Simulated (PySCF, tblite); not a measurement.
# C2H10OPSi2 radical: geometry, infrared bands and EPR parameters

Aim: predict the infrared bands and EPR parameters of C2H10OPSi2 radical (`CCO[SiH2][SiH2][PH]`).

The runs use tblite 0.8.0 and PySCF 2.14.0, with density-fitted response routines of our own; the level of theory stands in each step. All values are computed, except where a source is named. Atoms are numbered from 0 throughout.

### Step 1. The starting structure

16 atoms, charge 0, multiplicity 2; geometry from: force field or distance geometry start.

Bonds of the start (Å): C0–C1 1.52, C1–O2 1.39, O2–Si3 1.71, Si3–Si4 2.25, Si4–P5 2.15, C0–H6 1.12, C0–H7 1.13, C0–H8 1.10, C1–H9 1.14, C1–H10 1.10, Si3–H11 1.47, Si3–H12 1.45, Si4–H13 1.48, Si4–H14 1.48, P5–H15 1.40.

### Step 2. Optimising the geometry with GFN2-xTB

What the job is given:

```
{"job": {"kind": "relax", "xc": "GFN2-xTB", "basis": "xTB"}, "charge": 0, "multiplicity": 2}
C     -2.793200    -0.714100     0.133000
C     -1.652100     0.165700    -0.340500
O     -0.411400    -0.461000    -0.285600
Si     0.896900     0.501600    -0.814400
Si     2.392000     0.534200     0.861900
P      3.305400    -1.401000     1.068700
H     -2.752700    -0.807700     1.250600
H     -3.728200    -0.157200    -0.170900
H     -2.847900    -1.687100    -0.384900
H     -1.640400     1.005600     0.423700
H     -1.926700     0.609400    -1.305000
H      1.515400    -0.175200    -1.964300
H      0.549200     1.889800    -1.075200
H      3.406600     1.576400     0.587400
H      1.763300     0.880400     2.150900
H      3.916300    -1.750500    -0.146900
```

Command:

```bash
OMP_NUM_THREADS=1 python probes_run.py task.json out
```

This one command runs all jobs of the session in turn.

Standard output:

```text
step      E/eV     max force
  0    -527.77136    2.273
  1    -527.98927    1.220
  2    -528.08398    0.822
  3    -528.13120    0.640
  4    -528.20132    0.532
  5    -528.23229    0.607
  6    -528.27058    0.439
  7    -528.28583    0.285
  8    -528.30081    0.321
  9    -528.31389    0.377
 10    -528.32754    0.324
 11    -528.33866    0.296
 12    -528.34847    0.290
 13    -528.35756    0.293
 14    -528.36630    0.232
 15    -528.37341    0.241
 16    -528.37912    0.176
 17    -528.38423    0.219
 18    -528.38948    0.210
 19    -528.39529    0.213
 20    -528.40130    0.201
 21    -528.40677    0.205
 22    -528.41197    0.180
 23    -528.41746    0.198
 24    -528.42361    0.225
 25    -528.43059    0.204
 26    -528.43794    0.236
 27    -528.44484    0.240
 28    -528.45108    0.193
 29    -528.45714    0.190
 30    -528.46301    0.143
 31    -528.46773    0.156
 32    -528.47121    0.143
 33    -528.47412    0.115
 34    -528.47612    0.184
 35    -528.47767    0.157
 36    -528.47994    0.100
 37    -528.48154    0.077
 38    -528.48287    0.094
 39    -528.48428    0.123
 40    -528.48607    0.146
 41    -528.48827    0.137
 42    -528.49071    0.095
 43    -528.49262    0.111
 44    -528.49428    0.107
 45    -528.49566    0.091
 46    -528.49677    0.087
 47    -528.49793    0.095
 48    -528.49936    0.103
 49    -528.50083    0.097
 50    -528.50190    0.086
 51    -528.50254    0.071
 52    -528.50311    0.074
 53    -528.50396    0.084
 54    -528.50570    0.108
 55    -528.50741    0.124
 56    -528.50870    0.105
 57    -528.50983    0.091
 58    -528.51095    0.100
 59    -528.51194    0.081
 60    -528.51279    0.100
 61    -528.51366    0.074
 62    -528.51495    0.092
 63    -528.51673    0.135
 64    -528.51825    0.132
 65    -528.51931    0.090
 66    -528.52008    0.085
 67    -528.52083    0.094
 68    -528.52181    0.110
 69    -528.52296    0.073
 70    -528.52367    0.067
 71    -528.52434    0.073
 72    -528.52528    0.079
 73    -528.52625    0.079
 74    -528.52694    0.050
 75    -528.52722    0.047
 76    -528.52739    0.035
 77    -528.52753    0.033
 78    -528.52773    0.030
 79    -528.52789    0.029
 80    -528.52805    0.027
 81    -528.52821    0.028
 82    -528.52843    0.034
 83    -528.52877    0.047
 84    -528.52924    0.062
 85    -528.52968    0.057
 86    -528.52995    0.031
 87    -528.53009    0.032
 88    -528.53023    0.032
 89    -528.53041    0.036
 90    -528.53061    0.031
 91    -528.53082    0.033
 92    -528.53103    0.039
 93    -528.53120    0.035
 94    -528.53134    0.025
 95    -528.53146    0.028
 96    -528.53161    0.040
 97    -528.53187    0.054
 98    -528.53230    0.083
 99    -528.53285    0.085
100    -528.53330    0.050
101    -528.53356    0.058
102    -528.53374    0.040
103    -528.53400    0.053
104    -528.53463    0.067
105    -528.53540    0.067
106    -528.53624    0.096
107    -528.53732    0.077
108    -528.53771    0.047
109    -528.53793    0.032
110    -528.53810    0.025
111    -528.53838    0.033
112    -528.53868    0.040
113    -528.53896    0.041
114    -528.53918    0.040
115    -528.53937    0.037
116    -528.53959    0.038
117    -528.53986    0.037
118    -528.54012    0.037
119    -528.54035    0.036
120    -528.54054    0.037
121    -528.54078    0.036
122    -528.54107    0.036
123    -528.54141    0.044
124    -528.54178    0.044
125    -528.54217    0.048
126    -528.54255    0.043
127    -528.54288    0.038
128    -528.54308    0.034
129    -528.54326    0.039
130    -528.54342    0.030
131    -528.54370    0.029
132    -528.54393    0.050
133    -528.54422    0.042
134    -528.54454    0.048
135    -528.54496    0.040
136    -528.54560    0.067
137    -528.54674    0.083
138    -528.54826    0.092
139    -528.54904    0.161
140    -528.54301    0.396
141    -528.55051    0.102
142    -528.55081    0.062
143    -528.55216    0.049
144    -528.54800    0.308
145    -528.55419    0.054
146    -528.55535    0.069
147    -528.55557    0.250
148    -528.55945    0.058
149    -528.56085    0.064
150    -528.56313    0.102
151    -528.56406    0.052
152    -528.56466    0.049
153    -528.56551    0.070
154    -528.56590    0.050
155    -528.56619    0.051
156    -528.56648    0.044
157    -528.56684    0.061
158    -528.56720    0.052
159    -528.56767    0.069
160    -528.56832    0.102
161    -528.56894    0.092
162    -528.56955    0.077
163    -528.56994    0.031
164    -528.57015    0.019
165    -528.57031    0.022
166    -528.57048    0.024
167    -528.57057    0.019
168    -528.57065    0.019
169    -528.57074    0.020
170    -528.57084    0.027
171    -528.57098    0.025
172    -528.57113    0.032
173    -528.57131    0.038
174    -528.57153    0.037
175    -528.57179    0.046
176    -528.57207    0.045
177    -528.57237    0.039
178    -528.57267    0.040
179    -528.57299    0.042
180    -528.57329    0.036
181    -528.57351    0.036
182    -528.57364    0.035
183    -528.57376    0.034
184    -528.57392    0.031
185    -528.57423    0.032
186    -528.57454    0.053
187    -528.57493    0.066
188    -528.57537    0.064
189    -528.57584    0.046
190    -528.57626    0.050
191    -528.57659    0.048
192    -528.57685    0.041
193    -528.57706    0.035
194    -528.57720    0.028
195    -528.57727    0.021
196    -528.57733    0.018
197    -528.57736    0.014
198    -528.57740    0.011
199    -528.57744    0.014
200    -528.57747    0.015
201    -528.57750    0.012
202    -528.57752    0.011
203    -528.57755    0.016
204    -528.57759    0.018
205    -528.57764    0.021
206    -528.57772    0.027
207    -528.57784    0.026
208    -528.57802    0.030
209    -528.57824    0.039
210    -528.57854    0.053
211    -528.57881    0.049
212    -528.57911    0.038
213    -528.57930    0.036
214    -528.57948    0.030
215    -528.57960    0.027
216    -528.57973    0.021
217    -528.57984    0.022
218    -528.57996    0.017
219    -528.58004    0.017
220    -528.58009    0.018
221    -528.58014    0.018
222    -528.58022    0.018
223    -528.58028    0.017
224    -528.58037    0.019
225    -528.58044    0.021
226    -528.58052    0.022
227    -528.58062    0.024
228    -528.58077    0.038
229    -528.58086    0.054
230    -528.58110    0.051
231    -528.58133    0.038
232    -528.58174    0.041
233    -528.58205    0.049
234    -528.58254    0.063
235    -528.58316    0.095
236    -528.58218    0.137
237    -528.58433    0.068
238    -528.58494    0.061
239    -528.58612    0.087
240    -528.58652    0.074
241    -528.58685    0.079
242    -528.58748    0.046
243    -528.58788    0.058
244    -528.58811    0.035
245    -528.58833    0.047
246    -528.58855    0.026
247    -528.58879    0.022
248    -528.58899    0.033
249    -528.58915    0.029
250    -528.58929    0.023
251    -528.58937    0.019
252    -528.58943    0.016
253    -528.58948    0.013
254    -528.58953    0.019
255    -528.58956    0.018
256    -528.58962    0.024
257    -528.58970    0.024
258    -528.58976    0.021
259    -528.58980    0.030
260    -528.58983    0.014
261    -528.58987    0.011
262    -528.58989    0.012
263    -528.58991    0.014
264    -528.58992    0.012
265    -528.58994    0.011
266    -528.58996    0.010
267    -528.58997    0.005
```

It took 1.7 s on 1 thread of Arm Neoverse V2, shared host.

Relaxation path: (not every step is listed)

```csv
step,energy from step 0 (eV),largest force (eV/Å)
0,0.0000,2.2726
1,-0.2179,1.2199
2,-0.3126,0.8216
3,-0.3598,0.6403
4,-0.4300,0.5323
5,-0.4609,0.6069
6,-0.4992,0.4391
7,-0.5145,0.2852
8,-0.5294,0.3214
33,-0.7028,0.1148
58,-0.7396,0.1004
83,-0.7574,0.0474
108,-0.7663,0.0471
133,-0.7729,0.0422
158,-0.7958,0.0523
183,-0.8024,0.0345
208,-0.8067,0.0301
233,-0.8107,0.0488
258,-0.8184,0.0206
262,-0.8185,0.0124
263,-0.8186,0.0145
264,-0.8186,0.0118
265,-0.8186,0.0114
266,-0.8186,0.0100
267,-0.8186,0.0055
```

Distances of close pairs at the start and the end, largest changes first:

```csv
bond,before (Å),after (Å),change (Å)
O2–Si3,1.708,1.616,-0.092
Si3–Si4,2.246,2.310,+0.064
Si4–P5,2.150,2.209,+0.059
C0–H7,1.130,1.087,-0.043
C1–H9,1.136,1.095,-0.041
C0–H6,1.122,1.087,-0.035
Si3–H12,1.455,1.474,+0.019
P5–H15,1.405,1.386,-0.018
```

The end geometry stands in the next job.

### Step 3. Vibrational analysis with GFN2-xTB

What the job is given:

```
{"job": {"kind": "ir", "xc": "GFN2-xTB", "basis": "xTB"}, "charge": 0, "multiplicity": 2}
C     -2.657564    -0.459616    -0.243036
C     -1.822276     0.810053    -0.240599
O     -0.514337     0.591028     0.206144
Si     0.671647    -0.302328    -0.431920
Si     2.357989     0.243050     1.050108
P      4.109515    -1.027722     0.604927
H     -2.641339    -0.915046     0.743830
H     -3.684649    -0.226822    -0.510368
H     -2.255061    -1.169554    -0.960977
H     -2.260650     1.549644     0.437652
H     -1.791571     1.237993    -1.249473
H      0.325545    -1.731089    -0.495403
H      0.907362     0.075753    -1.836854
H      2.741812     1.663560     0.982870
H      2.036909    -0.015140     2.460027
H      4.469070    -0.314821    -0.528339
```

Standard output:

```text
mode    cm-1     km/mol
  1      24.3      0.48
  2      29.4      0.26
  3      67.1      1.80
  4      92.2      1.17
  5     125.7      4.91
  6     135.2      8.95
  7     196.5      4.03
  8     245.6      2.51
  9     356.9     51.74
 10     426.3      2.01
 11     439.2      6.40
 12     457.0      3.13
 13     505.6      7.28
 14     542.0      9.28
 15     585.3    218.15
 16     609.9     41.51
 17     708.5     65.33
 18     743.9    300.32
 19     750.4    114.29
 20     802.6    343.06
 21     832.2     11.39
 22     847.1    150.24
 23     980.6     48.31
 24    1091.8      7.56
 25    1144.8    106.31
 26    1156.9    246.11
 27    1262.6      4.26
 28    1337.7      8.88
 29    1399.1     13.82
 30    1480.2      5.77
 31    1483.5      1.07
 32    1495.1      2.76
 33    2132.5    141.61
 34    2152.9    372.26
 35    2182.0    185.01
 36    2196.9    225.87
 37    2310.9    208.91
 38    2908.9     48.77
 39    2940.4     43.09
 40    3043.3     30.04
 41    3045.5     12.05
 42    3047.1     39.25
```

It took 0.52 s on 1 thread of Arm Neoverse V2, shared host.

The strongest bands and the atoms that carry them (share of the mass-weighted mode):

```
cm⁻¹  km/mol                        atoms
 585   218.2           H14 50 %, H13 36 %
 744   300.3  H11 40 %, H12 31 %, O2 12 %
 803   343.1           H14 43 %, H13 40 %
1157   246.1             O2 33 %, C1 31 %
2153   372.3           H13 82 %, H12 14 %
2182   185.0           H11 67 %, H12 21 %
2197   225.9                     H14 87 %
2311   208.9                     H15 96 %
```

### Step 4. EPR parameters: B3LYP/pcH-1

Settings changed since step 3:

```diff
@@ -1,2 +1,2 @@
-{"job": {"kind": "ir", "xc": "GFN2-xTB", "basis": "xTB"}, "charge": 0, "multiplicity": 2}
+{"job": {"kind": "epr", "basis": "pcH-1"}, "charge": 0, "multiplicity": 2}
 C     -2.657564    -0.459616    -0.243036
```

Level: UKS B3LYP, pcH-1 on C H O P Si, non-relativistic, mean-field spin-orbit, GIAO.

Standard output:

```text
UKS, coarse grid
  cycle   1  E = -1077.72487558  |g| = 5.58e-01
  cycle   2  E = -1077.49311211  |g| = 9.54e-01
  cycle   3  E = -1077.82797560  |g| = 1.05e-01
  cycle   4  E = -1077.83166626  |g| = 4.33e-02
  cycle   5  E = -1077.83257329  |g| = 7.15e-03
  cycle   6  E = -1077.83259652  |g| = 1.47e-03
  cycle   7  E = -1077.83259717  |g| = 7.75e-04
UKS, final grid
  cycle   1  E = -1077.83262930  |g| = 8.90e-04
  cycle   2  E = -1077.83262914  |g| = 1.09e-03
  cycle   3  E = -1077.83262971  |g| = 4.89e-05
  cycle   4  E = -1077.83262972  |g| = 3.53e-05
  cycle   5  E = -1077.83262972  |g| = 8.51e-06
E = -1077.83262972 Eh   <S^2> = 0.7535 (exact 0.7500)
g shifts (ppm)      1          2          3
  rmc          -161       -161       -161
  gc             -7         37         23
  oz_so         -33       7260      22597
  total        -201       7136      22459
hyperfine (MHz)  atom isotope    a_iso     a_fc   dipolar eigenvalues
    0   13C      -0.14      -0.14     -0.09     -0.07      0.16
    1   13C       2.34       2.34     -0.40     -0.39      0.78
    2   17O     -11.57     -11.57     -1.32      0.63      0.69
    3  29Si     -73.84     -73.91     -9.70      4.68      5.02
    4  29Si      24.99      25.16     -2.19     -0.37      2.55
    5   31P     109.71     109.81   -310.45   -294.31    604.76
    6    1H       0.07       0.07     -0.32     -0.27      0.60
    7    1H       0.24       0.24     -0.21     -0.18      0.39
    8    1H      -0.01      -0.01     -0.37     -0.30      0.67
    9    1H       0.10       0.10     -0.42     -0.26      0.67
   10    1H      -0.20      -0.20     -0.45     -0.29      0.74
   11    1H      -1.04      -1.04     -1.66     -0.95      2.61
   12    1H       2.67       2.67     -1.30     -0.92      2.21
   13    1H      47.58      47.57     -2.29     -1.23      3.53
   14    1H       6.98       6.96     -2.07     -1.80      3.87
   15    1H     -34.28     -34.51    -17.38      3.25     14.13
```

Run time: 75 s. Hardware: 1 thread of Arm Neoverse V2, shared host; peak memory 1.1 GiB.

Principal g values 2.00212, 2.00945, 2.02478; g(iso) = 2.01212, against 2.00232 for a free electron.

Mean a(iso) over the nuclei that a row names, and the largest dipolar term of the row (other rows stand at the frozen geometry):

```csv
nuclei,isotope,a(iso) (MHz),"a(iso) (G, at g = 2.0023)",largest dipolar term (MHz)
P5,31P,109.7,39.1,604.8
Si3,29Si,-73.8,-26.3,-9.7
H15,1H,-34.3,-12.2,-17.4
"H13, H14",1H,27.3,9.7,3.9
Si4,29Si,25.0,8.9,2.6
O2,17O,-11.6,-4.1,-1.3
C1,13C,2.3,0.8,0.8
"H11, H12",1H,0.8,0.3,2.6
C0,13C,-0.1,0.0,0.2
"H6, H7, H8",1H,0.1,0.0,0.7
"H9, H10",1H,-0.1,0.0,0.7
```

Mulliken spin populations:

C0 0.00; C1 0.00; O2 0.00; Si3 0.05; Si4 -0.04; P5 0.99; H6 0.00; H7 0.00; H8 0.00; H9 0.00; H10 0.00; H11 0.00; H12 0.00; H13 0.02; H14 0.00; H15 -0.03

In first order the couplings over 0.8 MHz of 31P, 1H give 36 distinct lines over 71.4 G, if the averaged nuclei exchange fast; the same motion can average rows kept apart here too.

Orbitals, density, ELF and potential are computed afterwards from the orbital file.

ELF in a plane through or near 5 of the atoms.

Values, 10 rows by 14 columns:
```
0.00 0.00 0.00 0.00 0.00 0.00 0.00 0.00 0.00 0.00 0.00 0.00 0.00 0.00
0.00 0.00 0.01 0.02 0.00 0.00 0.07 0.06 0.00 0.00 0.00 0.00 0.00 0.00
0.00 0.03 0.28 0.49 0.20 0.02 0.89 0.91 0.01 0.77 0.12 0.00 0.00 0.00
0.00 0.26 0.67 0.75 0.49 0.11 0.99 0.98 0.10 1.00 0.43 0.05 0.00 0.00
0.01 0.54 0.56 0.62 0.67 0.70 0.15 0.37 0.04 0.83 0.77 0.96 0.02 0.00
0.00 0.50 0.79 0.84 0.15 0.63 0.34 0.81 0.18 0.70 0.82 0.98 0.04 0.00
0.00 0.08 0.32 0.29 0.07 0.24 0.04 0.84 0.14 0.20 0.05 0.10 0.00 0.00
0.00 0.00 0.01 0.07 0.28 0.28 0.01 0.21 0.01 0.60 0.01 0.00 0.00 0.00
0.00 0.00 0.00 0.01 0.04 0.03 0.00 0.00 0.00 0.07 0.00 0.00 0.00 0.00
0.00 0.00 0.00 0.00 0.00 0.00 0.00 0.00 0.00 0.00 0.00 0.00 0.00 0.00
```
The map spans 13.9 Å across and 8.4 Å up, centred on the molecule. Atoms in the plane (x, y in Å): C0 (2.7, 0.3), Si4 (-2.5, -0.7), P5 (-4.2, 0.7), H7 (3.7, 0.2), H8 (2.4, 1.3).

log10 of the density (e/Å³) in the same plane.

Ten even steps from ' ' (-4.0) to '@' (1.6):
```
                                                        
                        ......                          
      ....::::....  ....::::::::......                  
    ..::::----::::::::::------::::::::::..              
  ..::----====----::----==++==------==----....          
  ::--==++++++====----==****++==--==++====::::          
..::--++++****++======++**##**++==++****++----..        
..--==++**####**++==++++**##**++==**##**++++==::..      
..--==++**@@@@****++++**##****++++**####****++--::      
..--==++**%%##****************++++**%%%%####++--::      
..::--++++******##%%********####****####****++--::      
  ::--====++++**%%@@****++**####********++++==::..      
  ..::--====++****##**++==++****++++++++==----..        
    ..::----==++****++======++++==++++==--::::          
      ..::----==++++++==----====--====--::..            
        ..::--========--::::::::::------::              
          ..::--------::....  ....::::....              
            ..::::::::..          ....                  
              ........                                  
                                                        
```
The map spans 13.9 Å across and 8.4 Å up, centred on the molecule. Atoms in the plane (x, y in Å): C0 (2.7, 0.3), Si4 (-2.5, -0.7), P5 (-4.2, 0.7), H7 (3.7, 0.2), H8 (2.4, 1.3).

On the surface of density 0.002 e/bohr³ the electrostatic potential runs, from the 1st to the 99th percentile, from -0.88 V near O2 to 1.17 V near H12.

The spin density lies nearest to P5 77 %; H15 11 %.

### Step 5. Summary of results

| quantity | value |
| --- | --- |
| strongest single infrared mode (GFN2-xTB) | 2153 cm⁻¹, 372 km/mol |
| zero-point energy (GFN2-xTB) | 69.1 kcal/mol |
| g(iso) (B3LYP) | 2.01212 |
| ⟨S²⟩ | 0.753 (exact 0.75) |
| largest a(iso) (averaged by class) | 31P on P5, 109.7 MHz |
| potential on the surface of density 0.002 e/bohr³, 1st and 99th percentile | -0.88 V and 1.17 V |

In words: Over 267 steps the energy fell by 0.819 eV; of the close pairs, O2–Si3 changed most, 1.708 to 1.616 Å. All 42 modes are real, so the xTB geometry is a minimum. The strongest single mode, at 2153 cm⁻¹, moves mainly H13. Unscaled tight-binding wavenumbers are off by several per cent, some by more. Its intensities can rank the bands wrongly. P5 carries the largest spin population, 0.99 e. The isotropic g lies 9.8 ppt above the free-electron value. These values are for one conformer; the search (at its own cheap level) found 1 more, at 1.36 kcal/mol, and measured spectra average over such forms.
